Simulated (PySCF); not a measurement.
# C₂H₇BF₂Si: geometry, spin-spin couplings

Wanted: the spin-spin couplings of C₂H₇BF₂Si (`CC[SiH2]B(F)F`), by calculation.

The runs use PySCF 2.14.0, with density-fitted response routines of our own; the level of theory stands in each step. All values are computed, except where a source is named. Atoms count from 0, in the outputs and in this text.

## 1. The molecule as given

13 atoms, charge 0, multiplicity 1; geometry from: GFN2-xTB. The atoms were then displaced at random by about 0.01 Å, so the start is not that level's minimum.

Bonds of the start (Å): C0–C1 1.49, C1–Si2 1.90, Si2–B3 2.03, B3–F4 1.32, B3–F5 1.29, C0–H6 1.08, C0–H7 1.10, C0–H8 1.12, C1–H9 1.09, C1–H10 1.10, Si2–H11 1.48, Si2–H12 1.48.

## 2. Optimising the geometry at PBE0-D3(BJ)/def2-SVP

What the job is given:

```
{"job": {"xc": "PBE0", "basis": "def2-SVP", "d3": "d3bj", "grid": 1, "shake": 0.01, "kind": "geom"}, "charge": 0, "multiplicity": 1}
C     -2.011850    -0.045890    -0.267900
C     -0.650580    -0.518370     0.119660
Si     0.742610     0.588520    -0.548190
B      2.583100    -0.125230    -0.068360
F      2.805900    -1.402750     0.189670
F      3.636890     0.620250    -0.003790
H     -2.795890    -0.678990     0.123270
H     -2.117970     0.019250    -1.358500
H     -2.206770     0.986900     0.131640
H     -0.515790    -1.535610    -0.238080
H     -0.597110    -0.579340     1.220020
H      0.560980     1.955990    -0.020670
H      0.572300     0.698380    -2.011600
```

On the command line:

```sh
OMP_NUM_THREADS=1 python probes_run.py task.json out
```

This one command runs all jobs of the session in turn.

**Question.** This job is followed by: B3LYP/cc-pVTZ indirect spin-spin coupling, non-relativistic, gas phase; B3LYP/6-31G* indirect spin-spin coupling, non-relativistic, gas phase. Predict these results of the whole session: point group; rotational constants (main isotopes); largest coupling of the table (B3LYP/cc-pVTZ); range of J(F4,F5), mean over like pairs.

The runs gave:

| quantity | value |
| --- | --- |
| point group | C1 |
| rotational constants (main isotopes) | 6.16, 1.24, 1.08 GHz |
| largest coupling of the table (B3LYP/cc-pVTZ) | 2J(F,F) F4–F5, -293.0 Hz |
| range of J(F4,F5), mean over like pairs | -293.0 to -185.4 Hz |

**Reading.** The start of the PBE0/def2-SVP relaxation was shaken at random by about 0.01 Å, so part of the energy gained, and of the first lengths quoted, undoes that. Relaxing lowered the energy by 0.102 eV in 7 steps; the close pair that moved most is C0–C1, from 1.492 to 1.525 Å. No frequency check was run at this level, so the end point may be a saddle. Of the pairs tabulated at B3LYP/cc-pVTZ, F4–F5 couples most strongly (-293.0 Hz; Fermi contact -3.5 Hz). Couplings across rotatable bonds belong to this one conformer; where others are populated, the observed values are averages, and the simulated multiplets take (2 J gauche + J anti)/3 across rotating chain bonds. Density functionals describe couplings to fluorine poorly, F–F couplings above all, so those rows are rough. The coupling F4–F5, as a mean over pairs of its kind, runs from -293.0 Hz (B3LYP/cc-pVTZ) to -185.4 Hz (B3LYP/6-31G*). Couplings from bases without tight functions are rough.
